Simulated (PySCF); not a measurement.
# Ca, Ca⁺: ionisation energies in even-tempered 22s16p6d6f, part 2 of 2

Aim: the ionisation energy of calcium from differences of total energies, at each level of theory, and how far each lands from the tabulated value where there is one.

PySCF 2.14.0; even-tempered 22s16p6d6f, no relativity, point nucleus. The scripts are equivalent inputs of a driver's runs. The steps go on from the part before.

### Step 3. Ca⁺: the ladder of methods

#### UHF

File input.py:

```python
from pyscf import gto, scf, dft, mp, cc
mol = gto.M(atom="Ca 0 0 0", charge=1, spin=1, symmetry="D2h",
            basis=gto.etbs([(0, 22, 0.0056, 2.5), (1, 16, 0.0073, 2.5), (2, 6, 0.11, 2.7), (3, 6, 0.16, 2.7)]))
mf = scf.UHF(mol)
mf.irrep_nelec = {'Ag': (4, 3), 'B1u': (2, 2), 'B2u': (2, 2), 'B3u': (2, 2)}
mf.kernel()
```

The log of the run:

```text
damping factor = 0
level_shift factor = 0
DIIS = <class 'pyscf.scf.diis.CDIIS'>
diis_start_cycle = 1
diis_space = 10
diis_damp = 0
SCF conv_tol = 1e-09
SCF conv_tol_grad = None
number electrons alpha = 10  beta = 9
cycle= 1 E= -676.566489606603  delta_E= -5.89e-11  |g|= 1.58e-06  |ddm|= 5.21e-05
converged SCF energy = -676.566489606603  <S^2> = 0.7502111  2S+1 = 2.0002111
```

It used 2.8 s of CPU time after the integrals (shared host).

The occupied shells:

| shell | electrons | mean orbital energy (eV) | spread (eV) | rms radius (bohr) |
| --- | --- | --- | --- | --- |
| 1s α | 1 | -4071.1 | 0 | 0.0896 |
| 1s β | 1 | -4071.0 | 0 | 0.0896 |
| 2s α | 1 | -464.48 | 0 | 0.395 |
| 2s β | 1 | -464.35 | 0 | 0.395 |
| 2p α | 3 | -377.57 | 0 | 0.363 |
| 2p β | 3 | -377.52 | 0 | 0.363 |
| 3s α | 1 | -67.784 | 0 | 1.24 |
| 3s β | 1 | -67.463 | 0 | 1.24 |
| 3p α | 3 | -43.101 | 0 | 1.38 |
| 3p β | 3 | -42.977 | 0 | 1.38 |
| 4s α | 1 | -11.336 | 0 | 3.96 |

⟨S²⟩ = 0.750, ⟨L²⟩ = 0.00.

#### LDA

input.py, as changed from the run before:

```diff
@@ -3,3 +3,3 @@
             basis=gto.etbs([(0, 22, 0.0056, 2.5), (1, 16, 0.0073, 2.5), (2, 6, 0.11, 2.7), (3, 6, 0.16, 2.7)]))
-mf = scf.UHF(mol)
+mf = dft.UKS(mol, xc="LDA,VWN")
 mf.irrep_nelec = {'Ag': (4, 3), 'B1u': (2, 2), 'B2u': (2, 2), 'B3u': (2, 2)}
```

The log of the run:

```text
damping factor = 0
level_shift factor = 0
DIIS = <class 'pyscf.scf.diis.CDIIS'>
diis_start_cycle = 1
diis_space = 10
diis_damp = 0
SCF conv_tol = 1e-09
SCF conv_tol_grad = None
number electrons alpha = 10  beta = 9
XC functionals = LDA,VWN
    P. A. M. Dirac.,  Math. Proc. Cambridge Philos. Soc. 26, 376 (1930)
    F. Bloch.,  Z. Phys. 57, 545 (1929)
    S. H. Vosko, L. Wilk, and M. Nusair.,  Can. J. Phys. 58, 1200 (1980)
cycle= 1 E= -675.510995649101  delta_E= -0.021  |g|= 0.0443  |ddm|= 0.288
cycle= 2 E= -675.511072313737  delta_E= -7.67e-05  |g|= 0.00798  |ddm|= 0.0246
cycle= 3 E= -675.511082824634  delta_E= -1.05e-05  |g|= 0.0032  |ddm|= 0.00963
cycle= 4 E= -675.511084753277  delta_E= -1.93e-06  |g|= 0.000205  |ddm|= 0.00229
cycle= 5 E= -675.511084756173  delta_E= -2.9e-09  |g|= 2.8e-06  |ddm|= 0.000174
cycle= 6 E= -675.511084756175  delta_E= -2.39e-12  |g|= 1.89e-07  |ddm|= 1.84e-05
converged SCF energy = -675.511084756175  <S^2> = 0.75010845  2S+1 = 2.0001084
```

CPU time 0.7 s on a shared host, the integrals not counted.

#### PBE

File input.py:

```python
from pyscf import gto, scf, dft, mp, cc
mol = gto.M(atom="Ca 0 0 0", charge=1, spin=1, symmetry="D2h",
            basis=gto.etbs([(0, 22, 0.0056, 2.5), (1, 16, 0.0073, 2.5), (2, 6, 0.11, 2.7), (3, 6, 0.16, 2.7)]))
mf = dft.UKS(mol, xc="PBE")
mf.irrep_nelec = {'Ag': (4, 3), 'B1u': (2, 2), 'B2u': (2, 2), 'B3u': (2, 2)}
mf.kernel()
```

The log of the run:

```text
damping factor = 0
level_shift factor = 0
DIIS = <class 'pyscf.scf.diis.CDIIS'>
diis_start_cycle = 1
diis_space = 10
diis_damp = 0
SCF conv_tol = 1e-09
SCF conv_tol_grad = None
number electrons alpha = 10  beta = 9
XC functionals = PBE
    J. P. Perdew, K. Burke, and M. Ernzerhof.,  Phys. Rev. Lett. 77, 3865 (1996)
    J. P. Perdew, K. Burke, and M. Ernzerhof.,  Phys. Rev. Lett. 78, 1396 (1997)
    J. P. Perdew, K. Burke, and M. Ernzerhof.,  Phys. Rev. Lett. 77, 3865 (1996)
    J. P. Perdew, K. Burke, and M. Ernzerhof.,  Phys. Rev. Lett. 78, 1396 (1997)
cycle= 1 E= -677.122750240771  delta_E= -0.011  |g|= 0.0197  |ddm|= 0.252
cycle= 2 E= -677.122822381679  delta_E= -7.21e-05  |g|= 0.0119  |ddm|= 0.0274
cycle= 3 E= -677.122855755241  delta_E= -3.34e-05  |g|= 0.00198  |ddm|= 0.011
cycle= 4 E= -677.122855954651  delta_E= -1.99e-07  |g|= 6.35e-05  |ddm|= 0.000821
cycle= 5 E= -677.122855956147  delta_E= -1.5e-09  |g|= 3.7e-06  |ddm|= 0.000282
cycle= 6 E= -677.122855956156  delta_E= -9.55e-12  |g|= 1.86e-07  |ddm|= 3.32e-05
converged SCF energy = -677.122855956156  <S^2> = 0.75008423  2S+1 = 2.0000842
```

It used 0.91 s of CPU time after the integrals (shared host).

#### PBE0

input.py, as changed from the run before:

```diff
@@ -3,3 +3,3 @@
             basis=gto.etbs([(0, 22, 0.0056, 2.5), (1, 16, 0.0073, 2.5), (2, 6, 0.11, 2.7), (3, 6, 0.16, 2.7)]))
-mf = dft.UKS(mol, xc="PBE")
+mf = dft.UKS(mol, xc="PBE0")
 mf.irrep_nelec = {'Ag': (4, 3), 'B1u': (2, 2), 'B2u': (2, 2), 'B3u': (2, 2)}
```

The log of the run:

```text
damping factor = 0
level_shift factor = 0
DIIS = <class 'pyscf.scf.diis.CDIIS'>
diis_start_cycle = 1
diis_space = 10
diis_damp = 0
SCF conv_tol = 1e-09
SCF conv_tol_grad = None
number electrons alpha = 10  beta = 9
XC functionals = PBE0
    C. Adamo and V. Barone.,  J. Chem. Phys. 110, 6158 (1999)
    M. Ernzerhof and G. E. Scuseria.,  J. Chem. Phys. 110, 5029 (1999)
cycle= 1 E= -677.169024504755  delta_E= -0.00604  |g|= 0.0155  |ddm|= 0.189
cycle= 2 E= -677.16908093465  delta_E= -5.64e-05  |g|= 0.00713  |ddm|= 0.0268
cycle= 3 E= -677.169091074256  delta_E= -1.01e-05  |g|= 0.0012  |ddm|= 0.00762
cycle= 4 E= -677.169091242071  delta_E= -1.68e-07  |g|= 9.35e-05  |ddm|= 0.00177
cycle= 5 E= -677.169091249641  delta_E= -7.57e-09  |g|= 1.04e-05  |ddm|= 0.000575
cycle= 6 E= -677.169091249755  delta_E= -1.13e-10  |g|= 3.24e-07  |ddm|= 8.84e-05
converged SCF energy = -677.169091249755  <S^2> = 0.75009069  2S+1 = 2.0000907
```

It used 2.5 s of CPU time after the integrals (shared host).

#### r2SCAN

File input.py:

```python
from pyscf import gto, scf, dft, mp, cc
mol = gto.M(atom="Ca 0 0 0", charge=1, spin=1, symmetry="D2h",
            basis=gto.etbs([(0, 22, 0.0056, 2.5), (1, 16, 0.0073, 2.5), (2, 6, 0.11, 2.7), (3, 6, 0.16, 2.7)]))
mf = dft.UKS(mol, xc="R2SCAN")
mf.irrep_nelec = {'Ag': (4, 3), 'B1u': (2, 2), 'B2u': (2, 2), 'B3u': (2, 2)}
mf.kernel()
```

The log of the run:

```text
damping factor = 0
level_shift factor = 0
DIIS = <class 'pyscf.scf.diis.CDIIS'>
diis_start_cycle = 1
diis_space = 10
diis_damp = 0
SCF conv_tol = 1e-09
SCF conv_tol_grad = None
number electrons alpha = 10  beta = 9
XC functionals = R2SCAN
    J. W. Furness, A. D. Kaplan, J. Ning, J. P. Perdew, and J. Sun.,  J. Phys. Chem. Lett. 11, 8208-8215 (2020)
    J. W. Furness, A. D. Kaplan, J. Ning, J. P. Perdew, and J. Sun.,  J. Phys. Chem. Lett. 11, 9248-9248 (2020)
    J. W. Furness, A. D. Kaplan, J. Ning, J. P. Perdew, and J. Sun.,  J. Phys. Chem. Lett. 11, 8208-8215 (2020)
    J. W. Furness, A. D. Kaplan, J. Ning, J. P. Perdew, and J. Sun.,  J. Phys. Chem. Lett. 11, 9248-9248 (2020)
cycle= 1 E= -677.306619495326  delta_E= -0.0061  |g|= 0.0134  |ddm|= 0.26
cycle= 2 E= -677.30665492179  delta_E= -3.54e-05  |g|= 0.00688  |ddm|= 0.0385
cycle= 3 E= -677.30666355242  delta_E= -8.63e-06  |g|= 0.00085  |ddm|= 0.00726
cycle= 4 E= -677.306663659596  delta_E= -1.07e-07  |g|= 0.00011  |ddm|= 0.00274
cycle= 5 E= -677.306663664935  delta_E= -5.34e-09  |g|= 1.27e-05  |ddm|= 0.000546
cycle= 6 E= -677.306663665039  delta_E= -1.04e-10  |g|= 3.35e-07  |ddm|= 0.00012
converged SCF energy = -677.306663665039  <S^2> = 0.75026891  2S+1 = 2.0002689
```

It used 1.8 s of CPU time after the integrals (shared host).

#### M06-L

File input.py:

```python
from pyscf import gto, scf, dft, mp, cc
mol = gto.M(atom="Ca 0 0 0", charge=1, spin=1, symmetry="D2h",
            basis=gto.etbs([(0, 22, 0.0056, 2.5), (1, 16, 0.0073, 2.5), (2, 6, 0.11, 2.7), (3, 6, 0.16, 2.7)]))
mf = dft.UKS(mol, xc="M06L")
mf.irrep_nelec = {'Ag': (4, 3), 'B1u': (2, 2), 'B2u': (2, 2), 'B3u': (2, 2)}
mf.kernel()
```

The log of the run:

```text
damping factor = 0
level_shift factor = 0
DIIS = <class 'pyscf.scf.diis.CDIIS'>
diis_start_cycle = 1
diis_space = 10
diis_damp = 0
SCF conv_tol = 1e-09
SCF conv_tol_grad = None
number electrons alpha = 10  beta = 9
XC functionals = M06L
    Y. Zhao and D. G. Truhlar.,  J. Chem. Phys. 125, 194101 (2006)
    Y. Zhao and D. G. Truhlar.,  J. Chem. Phys. 125, 194101 (2006)
    Y. Zhao and D. G. Truhlar.,  Theor. Chem. Acc. 120, 215 (2008)
cycle= 1 E= -677.322203613542  delta_E= -0.00714  |g|= 0.188  |ddm|= 0.232
cycle= 2 E= -677.322281557172  delta_E= -7.79e-05  |g|= 0.0121  |ddm|= 0.184
cycle= 3 E= -677.322207722495  delta_E= 7.38e-05  |g|= 0.0126  |ddm|= 0.0487
cycle= 4 E= -677.32228072684  delta_E= -7.3e-05  |g|= 0.0042  |ddm|= 0.0209
cycle= 5 E= -677.322291686915  delta_E= -1.1e-05  |g|= 0.00618  |ddm|= 0.0129
cycle= 6 E= -677.322288879725  delta_E= 2.81e-06  |g|= 0.00155  |ddm|= 0.00268
cycle= 7 E= -677.32228906793  delta_E= -1.88e-07  |g|= 0.00154  |ddm|= 0.00331
cycle= 8 E= -677.322289195884  delta_E= -1.28e-07  |g|= 0.00158  |ddm|= 0.00112
cycle= 9 E= -677.32228912939  delta_E= 6.65e-08  |g|= 0.00156  |ddm|= 0.000351
cycle= 10 E= -677.322289198418  delta_E= -6.9e-08  |g|= 0.00158  |ddm|= 0.000124
[... 66 lines left out ...]
cycle= 11 E= -677.322294484422  delta_E= 1.19e-08  |g|= 0.000942  |ddm|= 0.000511
cycle= 12 E= -677.322294498195  delta_E= -1.38e-08  |g|= 0.000572  |ddm|= 0.000225
cycle= 13 E= -677.322294501062  delta_E= -2.87e-09  |g|= 0.000372  |ddm|= 0.000103
cycle= 14 E= -677.322294500777  delta_E= 2.85e-10  |g|= 0.000381  |ddm|= 6.88e-05
cycle= 15 E= -677.322294498422  delta_E= 2.35e-09  |g|= 0.000557  |ddm|= 2.65e-05
cycle= 16 E= -677.322294502753  delta_E= -4.33e-09  |g|= 0.000151  |ddm|= 3.28e-05
cycle= 17 E= -677.322294502854  delta_E= -1.01e-10  |g|= 0.000126  |ddm|= 1.79e-05
cycle= 18 E= -677.322294503008  delta_E= -1.54e-10  |g|= 5.36e-05  |ddm|= 5.41e-06
cycle= 19 E= -677.322294503021  delta_E= -1.33e-11  |g|= 4.31e-05  |ddm|= 2.32e-06
cycle= 20 E= -677.322294503045  delta_E= -2.36e-11  |g|= 2.95e-06  |ddm|= 4.89e-06
converged SCF energy = -677.322294503045  <S^2> = 0.75117057  2S+1 = 2.0011702
```

CPU time 18 s on a shared host, the integrals not counted.

#### PBEsol

File input.py:

```python
from pyscf import gto, scf, dft, mp, cc
mol = gto.M(atom="Ca 0 0 0", charge=1, spin=1, symmetry="D2h",
            basis=gto.etbs([(0, 22, 0.0056, 2.5), (1, 16, 0.0073, 2.5), (2, 6, 0.11, 2.7), (3, 6, 0.16, 2.7)]))
mf = dft.UKS(mol, xc="PBEsol")
mf.irrep_nelec = {'Ag': (4, 3), 'B1u': (2, 2), 'B2u': (2, 2), 'B3u': (2, 2)}
mf.kernel()
```

The log of the run:

```text
damping factor = 0
level_shift factor = 0
DIIS = <class 'pyscf.scf.diis.CDIIS'>
diis_start_cycle = 1
diis_space = 10
diis_damp = 0
SCF conv_tol = 1e-09
SCF conv_tol_grad = None
number electrons alpha = 10  beta = 9
XC functionals = PBEsol
    J. P. Perdew, A. Ruzsinszky, G. I. Csonka, O. A. Vydrov, G. E. Scuseria, L. A. Constantin, X. Zhou, and K. Burke.,  Phys. Rev. Lett. 100, 136406 (2008)
    J. P. Perdew, A. Ruzsinszky, G. I. Csonka, O. A. Vydrov, G. E. Scuseria, L. A. Constantin, X. Zhou, and K. Burke.,  Phys. Rev. Lett. 100, 136406 (2008)
cycle= 1 E= -676.27673481894  delta_E= -0.0131  |g|= 0.0294  |ddm|= 0.289
cycle= 2 E= -676.2767962546  delta_E= -6.14e-05  |g|= 0.00675  |ddm|= 0.0238
cycle= 3 E= -676.276807019466  delta_E= -1.08e-05  |g|= 0.00329  |ddm|= 0.0104
cycle= 4 E= -676.2768088216  delta_E= -1.8e-06  |g|= 8.91e-05  |ddm|= 0.00191
cycle= 5 E= -676.276808823697  delta_E= -2.1e-09  |g|= 5.9e-06  |ddm|= 0.000398
cycle= 6 E= -676.276808823713  delta_E= -1.66e-11  |g|= 3.17e-06  |ddm|= 5.3e-05
converged SCF energy = -676.276808823713  <S^2> = 0.75010793  2S+1 = 2.0001079
```

CPU time 0.9 s on a shared host, the integrals not counted.

#### MP2 (outer shells)

File input.py:

```python
from pyscf import gto, scf, dft, mp, cc
mol = gto.M(atom="Ca 0 0 0", charge=1, spin=1, symmetry="D2h",
            basis=gto.etbs([(0, 22, 0.0056, 2.5), (1, 16, 0.0073, 2.5), (2, 6, 0.11, 2.7), (3, 6, 0.16, 2.7)]))
mf = scf.UHF(mol)
mf.irrep_nelec = {'Ag': (4, 3), 'B1u': (2, 2), 'B2u': (2, 2), 'B3u': (2, 2)}
mf.kernel()
mp.UMP2(mf, frozen=5).kernel()
```

No log was kept for this step.

It used 1.2 s of CPU time after the integrals (shared host).

With 9 electrons correlated, the MP2 correlation energy is -0.25476 hartree (-0.06685 same spin, -0.18792 opposite spin); the SCS form gives -0.24778. Largest pairs of shells: 3p-3p -0.1774, 3s-3p -0.0484, 3p-4s -0.0180, 3s-3s -0.0096, 3s-4s -0.0013.

Radial density 4πr²ρ of Ca⁺ at UHF:

```
r (bohr)  density  spin density
 0.00114   0.0824         0.000
 0.00191    0.226         0.000
 0.00321    0.607         0.000
 0.00540     1.57         0.001
 0.00909     3.84         0.002
  0.0153     8.49         0.004
  0.0257     15.9         0.006
  0.0433     22.7         0.007
  0.0728     21.7         0.002
   0.122     17.0         0.000
   0.206     22.8         0.018
   0.346     20.2         0.009
   0.582     6.51         0.019
   0.980     7.75         0.048
    1.65     3.53         0.013
    2.77    0.523         0.315
    4.66    0.194         0.193
    7.84  0.00828         0.008
```

### Step 4. Orbital energies side by side

Highest occupied Hartree-Fock shell of each state: Ca 4s at -5.321 eV; Ca⁺ 4s α at -11.336 eV.

### Step 5. Differences of total energies

Ionisation energy: Ca [Ar] 4s2 (1S) → Ca⁺ [Ar] 4s1 (2S).

```csv
method,value (eV),error (eV),"CPU time, both states (s)"
UHF,5.117,-0.996,10
LDA,6.210,+0.097,1.4
PBE,6.070,-0.044,1.8
PBE0,5.993,-0.120,5
r2SCAN,5.813,-0.300,3.8
M06-L,6.101,-0.012,21
PBEsol,6.020,-0.093,1.7
MP2 (outer shells),5.946,-0.167,13
SCS-MP2 (outer shells),5.999,-0.114,13
```

Reference: 6.113 eV (measured; NIST levels, between the centres of gravity of the two terms).

Ionisation energy: Ca⁺ [Ar] 4s1 (2S) → Ca²⁺ [Ar] (1S).

```csv
method,value (eV),error (eV)
UHF,11.314,-0.557
LDA,12.115,+0.243
PBE,11.990,+0.118
PBE0,11.875,+0.003
r2SCAN,11.673,-0.198
M06-L,11.023,-0.848
PBEsol,11.894,+0.022
MP2 (outer shells),11.793,-0.079
SCS-MP2 (outer shells),11.701,-0.170
```

Reference: 11.872 eV (measured; NIST levels, between the centres of gravity of the two terms).

The differences also use runs on Ca²⁺ [Ar] (1S), which are not shown here. Times are CPU seconds on a shared host without the integrals; correlated rows include their Hartree-Fock run, whose time holds the symmetry-adapted start and any spin-orbit constants, while functionals begin from orbitals already made.

### Step 6. Results

What follows sums up all 2 parts.

```
              quantity                                                       value
 ionisation energy, Ca     UHF 5.117, MP2 (outer shells) 5.946 eV; reference 6.113
ionisation energy, Ca⁺  UHF 11.314, MP2 (outer shells) 11.793 eV; reference 11.872
```

Each level's miss (mean over 2 differences):

```csv
method,mean absolute miss against the measured values (with the measured fine structure taken into account where it is known) (eV)
UHF,0.777
LDA,0.170
PBE,0.081
PBE0,0.062
r2SCAN,0.249
M06-L,0.430
PBEsol,0.058
MP2 (outer shells),0.123
SCS-MP2 (outer shells),0.142
```

What this shows: Against experiment PBEsol comes closest (mean absolute error over 2 measured values 0.06 eV), level with PBE0 and UHF is farthest (0.78 eV). Hartree-Fock falls short because the species with more electrons holds more correlation energy, which it lacks. PBE is off by -0.04, +0.12 eV. The basis is finite, and no extrapolation was made.
